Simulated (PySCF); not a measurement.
**GeH3O (SMILES [O][GeH3]): levels of theory compared**

Wanted: a comparison of 4 runs (UHF/STO-3G, UHSE03-D3(BJ)/aug-cc-pVDZ, TDA-r2SCAN/pc-1, ROCCSD/6-31G) of GeH3O. The job is set up through a Python script.

The calculation is run with PySCF 2.14.0.

3 further runs of the same task are left out: 3 that didn't finish.

### Step 1. The molecule

GeH3O: 5 atoms, total charge 0, spin state doublet. SMILES: `[O][GeH3]`. The shape is that of a PBE0-D4/def2-TZVP optimisation.

Bond lengths: O1–Ge2 1.795 Å, Ge2–H3 1.536 Å, Ge2–H4 1.536 Å, Ge2–H5 1.537 Å. Angles: O1–Ge2–H3 109.7°, O1–Ge2–H4 109.7°, O1–Ge2–H5 102.4°, H3–Ge2–H4 111.5°, H3–Ge2–H5 111.6°, H4–Ge2–H5 111.6°.

### Step 2. Energy and forces at UHF/STO-3G (run 1)

mol.xyz

```xyz
5
GeH3O
O     -1.443900     0.418600     0.777300
Ge     0.072300    -0.056300    -0.056900
H     -0.162200    -0.091200    -1.574700
H      0.548000    -1.418100     0.471500
H      1.035700     1.073400     0.341400
```

job.py

```python
from pyscf import gto, scf

mol = gto.Mole()
mol.atom = 'mol.xyz'
mol.basis = 'sto-3g'
mol.verbose = 4
mol.charge = 0
mol.max_memory = 1860
mol.spin = 1
mol.build()

hf = mol.UHF()
hf.max_cycle = 100
hf.DIIS = scf.ADIIS
hf.conv_tol = 1e-05
hf.kernel()

e_tot = hf.e_tot
print('E = %.10f Eh' % e_tot)
grad = hf.nuc_grad_method().kernel()
```

The run is started by

```bash
OMP_NUM_THREADS=1 python job.py
```

What it wrote:

```text
PySCF version 2.14.0

[... 81 lines left out ...]
converged SCF energy = -2127.32178534092  <S^2> = 0.75758604  2S+1 = 2.0075717
[... 2 lines left out ...]
******** <class 'pyscf.grad.uhf.Gradients'> for <class 'pyscf.scf.uhf.UHF'> ********
unit = Eh/Bohr
--------------- UHF gradients ---------------
         x                y                z
0 O     0.0021320889     0.0018944962     0.0004860357
1 Ge    -0.0263020801     0.0013878375     0.0100139748
2 H    -0.0075258977     0.0001556923    -0.0380113874
3 H     0.0108278390    -0.0341243828     0.0148467542
4 H     0.0208680499     0.0306863568     0.0126646227
----------------------------------------------
```

Wall time 1 s (1 thread of Arm Neoverse V2, shared host); peak memory 0.12 GiB.

### Step 3. The charge distribution at UHSE03-D3(BJ)/aug-cc-pVDZ (density fitting) (run 2)

input.py

```python
from pyscf import gto, dft

mol = gto.Mole()
mol.atom = '''
O     -2.728576     0.791039     1.468884
Ge     0.136627    -0.106392    -0.107525
H     -0.306514    -0.172343    -2.975752
H      1.035570    -2.679821     0.891006
H      1.957189     2.028432     0.645152
'''
mol.max_memory = 1860
mol.verbose = 3
mol.unit = 'bohr'
mol.symmetry = True
mol.spin = 1
mol.basis = 'aug-cc-pvdz'
mol.build()

ks = dft.UKS(mol)
ks.xc = 'hse03'
ks = ks.density_fit()
ks.damp = 0.2
ks.diis_start_cycle = 3
ks.disp = 'd3bj'
ks.max_cycle = 100
ks.level_shift = 0.1
ks.kernel()
if not ks.converged:
    ks = ks.newton().run(ks.mo_coeff, ks.mo_occ)

e_tot = ks.e_tot
print('E = %.10f Eh' % e_tot)
dip = ks.dip_moment()
pop, q = ks.mulliken_pop()
quad = ks.quad_moment()
```

The run is started by

```bash
OMP_NUM_THREADS=1 python input.py
```

What it wrote:

```text
converged SCF energy = -2153.93730687211  <S^2> = 0.75424652  2S+1 = 2.004242
E = -2153.9373068721 Eh
Dipole moment(X, Y, Z, Debye):  1.78238, -0.54742, -0.97338
 ** Mulliken pop       alpha | beta **
pop of  0 O 1s        1.00394 | 1.00347
pop of  0 O 2s        0.44863 | 0.42898
pop of  0 O 3s        0.52189 | 0.52679
pop of  0 O 4s        0.08305 | 0.09270
pop of  0 O 2px       0.51272 | 0.35593
pop of  0 O 2py       0.58118 | 0.19873
pop of  0 O 2pz       0.54914 | 0.46038
pop of  0 O 3px       0.31470 | 0.23010
pop of  0 O 3py       0.35246 | 0.13808
pop of  0 O 3pz       0.34809 | 0.30806
pop of  0 O 4px       0.01680 | 0.01251
pop of  0 O 4py       0.01888 | 0.00986
pop of  0 O 4pz       0.02422 | 0.02634
pop of  0 O 3dxy      0.00053 | 0.00047
pop of  0 O 3dyz      0.00024 | 0.00011
pop of  0 O 3dz^2     0.00031 | 0.00025
pop of  0 O 3dxz      0.00068 | 0.00072
pop of  0 O 3dx2-y2    0.00053 | 0.00047
pop of  0 O 4dxy      0.00160 | 0.00145
pop of  0 O 4dyz      0.00078 | 0.00050
pop of  0 O 4dz^2     0.00098 | 0.00095
pop of  0 O 4dxz      0.00196 | 0.00183
pop of  0 O 4dx2-y2    0.00144 | 0.00110
pop of  1 Ge 1s        1.00001 | 1.00001
pop of  1 Ge 2s        1.00016 | 1.00016
pop of  1 Ge 3s        1.01279 | 1.01282
pop of  1 Ge 4s        0.44776 | 0.45621
[... 47 lines of this table left out ...]
pop of  3 H 3px       0.00276 | 0.00337
pop of  3 H 3py       0.00004 | 0.00024
pop of  3 H 3pz      -0.00106 | -0.00102
pop of  4 H 1s        0.37180 | 0.33037
pop of  4 H 2s        0.09580 | 0.07224
pop of  4 H 3s        0.00203 | 0.00188
pop of  4 H 2px       0.00198 | 0.00222
pop of  4 H 2py       0.00287 | 0.00276
pop of  4 H 2pz       0.00091 | 0.00085
pop of  4 H 3px       0.00636 | 0.00499
pop of  4 H 3py      -0.00314 | -0.00369
pop of  4 H 3pz       0.00001 | -0.00027
In total            22.00000 | 21.00000
 ** Mulliken atomic charges   ( Nelec_alpha | Nelec_beta ) **
charge of  0O =     -0.58458  (     4.78478      3.79980 )
charge of  1Ge =      0.24646  (    15.84215     15.91139 )
charge of  2H =      0.11406  (     0.44719      0.43875 )
charge of  3H =      0.11404  (     0.44725      0.43871 )
charge of  4H =      0.11001  (     0.47863      0.41136 )
Traceless quadrupole moment (Debye*A):
```

Wall time 20 s (1 thread of Arm Neoverse V2, shared host); peak memory 0.37 GiB.

Atomic charges (e):

```tsv
atom	Mulliken
O1	-0.585
Ge2	+0.246
H3	+0.114
H4	+0.114
H5	+0.110
```

Run 3 isn't shown in full; the table further down has it.

### Step 4. The energy at ROCCSD/6-31G (COSMO water) (run 4)

calc.py

```python
from pyscf import gto, scf, cc, solvent

mol = gto.M(
    atom='''
O     -2.728576     0.791039     1.468884
Ge     0.136627    -0.106392    -0.107525
H     -0.306514    -0.172343    -2.975752
H      1.035570    -2.679821     0.891006
H      1.957189     2.028432     0.645152
''',
    max_memory=1860,
    verbose=4,
    spin=1,
    charge=0,
    unit='bohr',
    basis='6-31g',
)

calc0 = scf.ROHF(mol)
calc0 = calc0.PCM()
calc0.with_solvent.method = 'COSMO'
calc0.with_solvent.eps = 78.3553
calc0.max_cycle = 100
calc0 = calc0.newton()
calc0.kernel()

mycc = cc.CCSD(calc0, frozen=10)
mycc.kernel()
e_tot = mycc.e_tot
print(f'total energy: {e_tot:.8f} hartree')
calc0.analyze()
```

The run is started by

```bash
OMP_NUM_THREADS=1 python calc.py
```

What it wrote:

```text
PySCF version 2.14.0

[... 70 lines left out ...]
Solvent Energy = -0.0175853704689506
[... 13 lines left out ...]
Solvent Energy = -0.00780662144659175
[... 19 lines left out ...]
Init t2, MP2 energy = -0.294856697230002
[... 24 lines left out ...]
Total Energy =                       -2151.556080015162934
[... 2 lines left out ...]
Two-electron Energy =                  960.775236311329763
[... 5 lines left out ...]
MO #1   energy= -405.246194509523  | -405.246195361776  | -405.246193657269  occ= 2
[... 3 lines left out ...]
MO #42  energy= 3.43550255411235   | 3.43431449482186   | 3.43669061340285   occ= 0
[... 50 lines left out ...]
Dipole moment(X, Y, Z, Debye):  2.68754, -0.93162, -1.53681
```

Wall time 9.3 s (1 thread of Arm Neoverse V2, shared host); peak memory 0.18 GiB.

### Step 5. All runs side by side

```tsv
run	level	task	integral approximation	energy (Eh)	dipole moment (D) of the reference	HOMO energy (eV)	LUMO energy (eV)	wall time
1	UHF/STO-3G	gradient	none	-2127.321785	1.39	-8.72	9.45	1 s
2	UHSE03-D3(BJ)/aug-cc-pVDZ (density fitting)	properties	auto	-2153.937307	2.10	-8.24	-4.78	20 s
3	TDA-r2SCAN/pc-1 (IEF-PCM chloroform)	excited	none	-2153.802050	2.65	-7.06	-5.27	3.3 min
4	ROCCSD/6-31G (COSMO water)	energy	none	-2151.864821	3.23	–	–	9.3 s
```

### Step 6. Results

| quantity | value |
| --- | --- |
| run 4: total energy | -2151.86482 Eh |
| run 4: dipole moment (Hartree–Fock density) | 3.23 D |
| run 4: correlation energy (10 core orbitals frozen) | -308.7 mEh |
| run 4: solvent term in the energy | -20.5 kJ/mol |
| run 4: ⟨S²⟩ of the reference determinant | 0.750 |
| run 4: T1 diagnostic | 0.016 |

**Reading.** In run 1 the basis is minimal, so the values are rough. All runs together took 3.8 min, the longest 3.3 min.
